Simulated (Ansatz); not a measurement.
# C4H8Ge: the cost of one run

Method: RKS B3LYP/def2-SVP, in Ansatz 0.2.0.

## (1) The system as given

Bond lengths: C1–C2 1.149 Å, C2–C3 1.453 Å, C3–C4 1.575 Å, C4–Ge5 1.936 Å, C1–H6 1.130 Å, C3–H7 1.162 Å, C3–H8 1.051 Å, C4–H9 1.074 Å, C4–H10 1.136 Å, Ge5–H11 1.511 Å, Ge5–H12 1.524 Å, Ge5–H13 1.511 Å. Angles (14 of 20 angles, heavy atoms first): C1–C2–C3 179.2°, C2–C3–C4 111.3°, C3–C4–Ge5 110.3°, C2–C1–H6 176.5°, C2–C3–H7 108.1°, C2–C3–H8 111.9°, C4–C3–H7 104.8°, C4–C3–H8 111.7°, C3–C4–H9 109.2°, C3–C4–H10 103.1°, Ge5–C4–H9 114.1°, Ge5–C4–H10 108.2°, C4–Ge5–H11 108.4°, C4–Ge5–H12 111.3°.

Structure file:

```xyz
13

C    -1.6532    2.2573    1.3633
C    -1.1506    1.2668    1.0688
C    -0.5049    0.0144    0.7136
C     0.3686    0.1710   -0.5872
Ge    1.1908   -1.5194   -1.0509
H    -2.1887    3.2246    1.5973
H     0.2552   -0.2499    1.5518
H    -1.1968   -0.7714    0.6249
H     1.0667    0.9750   -0.4492
H    -0.4005    0.4224   -1.3852
H     1.9503   -1.3402   -2.3453
H     0.1511   -2.6275   -1.1687
H     2.1325   -1.8579    0.0816
```

## (2) Relaxing end A

input.yaml

```yaml
crystal:
  periodic: [false, false, false]
  atoms:
    - { symbol: C, position_ang: [-1.6532, 2.2573, 1.3633] }
    - { symbol: C, position_ang: [-1.1506, 1.2668, 1.0688] }
    - { symbol: C, position_ang: [-0.5049, 0.0144, 0.7136] }
    - { symbol: C, position_ang: [0.3686, 0.171, -0.5872] }
    - { symbol: Ge, position_ang: [1.1908, -1.5194, -1.0509] }
    - { symbol: H, position_ang: [-2.1887, 3.2246, 1.5973] }
    - { symbol: H, position_ang: [0.2552, -0.2499, 1.5518] }
    - { symbol: H, position_ang: [-1.1968, -0.7714, 0.6249] }
    - { symbol: H, position_ang: [1.0667, 0.975, -0.4492] }
    - { symbol: H, position_ang: [-0.4005, 0.4224, -1.3852] }
    - { symbol: H, position_ang: [1.9503, -1.3402, -2.3453] }
    - { symbol: H, position_ang: [0.1511, -2.6275, -1.1687] }
    - { symbol: H, position_ang: [2.1325, -1.8579, 0.0816] }
basis:
  gaussian: { orbitals: def2-SVP }
hamiltonian:
  xc: b3lyp
relax:
  f_tol: 0.015
  max_steps: 40
output:
  orbitals: {}
```

The run is started by

```sh
$ ansatz run input.yaml --threads 2 --pin off --max-ram 3072MiB --backend cpu --events-out ev --progress --plain --runs-dir out
```

**Question.** How long does this run take on 2 threads of Arm Neoverse V1, shared host, and how much memory does it need?

About 35 s, with a peak of 0.33 GiB.
